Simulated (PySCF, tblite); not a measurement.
# C₆H₉N₂P: infrared bands and NMR shifts

Wanted: the infrared bands and NMR shifts of C₆H₉N₂P (`Cc1nn(C2CC2)cp1`), by calculation.

Programs: tblite 0.8.0 and PySCF 2.14.0, with density-fitted response routines of our own. Each step states its level of theory. These are calculated values for one molecule in the gas phase, unless marked as measured. Atoms are numbered from 0 throughout.

## 1. The starting structure

18 atoms, charge 0, multiplicity 1; geometry from: GFN2-xTB.

Bonds of the start (Å): C0–C1 1.49, C1–N2 1.31, N2–N3 1.32, N3–C4 1.42, C4–C5 1.50, C5–C6 1.50, N3–C7 1.34, C7–P8 1.72, P8–C1 1.77, C6–C4 1.50, C0–H9 1.09, C0–H10 1.09, C0–H11 1.09, C4–H12 1.08, C5–H13 1.08, C5–H14 1.08, C6–H15 1.08, C6–H16 1.08, C7–H17 1.07.

## 2. Vibrational analysis with GFN2-xTB

What the job is given:

```
{"job": {"kind": "ir", "xc": "GFN2-xTB", "basis": "xTB"}, "charge": 0, "multiplicity": 1}
C      3.440906     0.321576    -0.128584
C      2.034423    -0.132915     0.062524
N      1.062038     0.467260    -0.574936
N     -0.110054    -0.068947    -0.275495
C     -1.261459     0.493702    -0.891030
C     -2.438040    -0.361979    -1.256955
C     -2.550005     0.624027    -0.133417
C     -0.078818    -1.090923     0.596048
P      1.518370    -1.461336     1.118413
H      4.067740    -0.508344    -0.451946
H      3.845569     0.702832     0.808633
H      3.469671     1.109583    -0.876935
H     -0.961094     1.290117    -1.559143
H     -2.945714    -0.151225    -2.185196
H     -2.396147    -1.412889    -1.014757
H     -2.579984     0.247193     0.877359
H     -3.136281     1.517195    -0.281171
H     -0.989881    -1.578609     0.890174
```

**Question.** This job is followed by: GIAO PBE0/pcSseg-1 NMR shielding, non-relativistic, gas phase. What will the session give for the following? strongest single infrared mode (GFN2-xTB); zero-point energy (GFN2-xTB); ¹³C shifts against TMS (PBE0/pcSseg-1, means over atoms taken as alike); ¹H shifts against TMS (PBE0/pcSseg-1, means over atoms taken as alike); ¹⁵N shifts against NH3 (PBE0/pcSseg-1); ³¹P shifts against H3PO4 (PBE0/pcSseg-1).

As calculated:

| quantity | value |
| --- | --- |
| strongest single infrared mode (GFN2-xTB) | 1404 cm⁻¹, 54 km/mol |
| zero-point energy (GFN2-xTB) | 89.3 kcal/mol |
| ¹³C shifts against TMS (PBE0/pcSseg-1, means over atoms taken as alike) | 180.5, 154.8, 36.7, 20.9, 11.0 ppm |
| ¹H shifts against TMS (PBE0/pcSseg-1, means over atoms taken as alike) | 8.02, 4.31, 2.83, 1.04, 0.95 ppm |
| ¹⁵N shifts against NH3 (PBE0/pcSseg-1) | 371.6, 252.7 ppm |
| ³¹P shifts against H3PO4 (PBE0/pcSseg-1) | 117.4 ppm |

**Reading.** All 48 modes are real, so the xTB geometry is a minimum. The strongest single mode, at 1404 cm⁻¹, has its largest shares on N3, C7 and C4 (the list is cut at 3 atoms). Unscaled tight-binding wavenumbers are off by several per cent, some by more. Its intensities can rank the bands wrongly. At PBE0/pcSseg-1: Shielding is most anisotropic at N2 (span 443 ppm, paramagnetic term -431 ppm). NICS(1)zz of -27 ppm above the planar ring from C1 marks a diatropic (aromatic) ring current.
